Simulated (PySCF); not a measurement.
# C7H8F2: the cost of one run

Computed with PySCF 2.14.0 and routines of our own; the level stands in each step. Atoms count from 0.

### 1 The starting structure

17 atoms, charge 0, multiplicity 1; geometry from: GFN2-xTB.

### 2 Magnetic properties: GIAO CAM-B3LYP/pcSseg-1

Job settings and geometry (Å):

```
{"job": {"kind": "mag", "xc": "CAM-B3LYP", "basis": "pcSseg-1", "isotopologues": 0}, "charge": 0, "multiplicity": 1}
F      2.402264    -1.971481     0.739013
C      2.215548    -0.710279     0.260295
F      2.704823     0.122910     1.210508
C      0.759248    -0.453908    -0.017217
C      0.236817     0.961907     0.059556
C     -1.000219     1.188329    -0.722287
C     -1.998981     0.445656    -0.263233
C     -1.610395    -0.359338     0.944926
C     -0.136930    -0.046358     1.117579
H      2.855330    -0.605324    -0.631912
H      0.360566    -1.107893    -0.783012
H      0.936472     1.768077     0.219274
H     -1.035997     1.870474    -1.552596
H     -2.994738     0.399045    -0.668200
H     -2.186571    -0.049122     1.820012
H     -1.791556    -1.425646     0.793430
H      0.277320    -0.015018     2.113414
```

Method: GIAO CAM-B3LYP/pcSseg-1 magnetisability, rotational g tensor and spin-rotation constants, non-relativistic, gas phase.

Started as:

```sh
OMP_NUM_THREADS=1 python excited_run.py task.json out
```

The driver reads the jobs from task.json and runs them one after another.

**Question.** How long does this first job take on 1 thread of Intel Xeon 6975P-C, shared host, and how much memory does it need?

About 54 s, with a peak of 1 GiB.
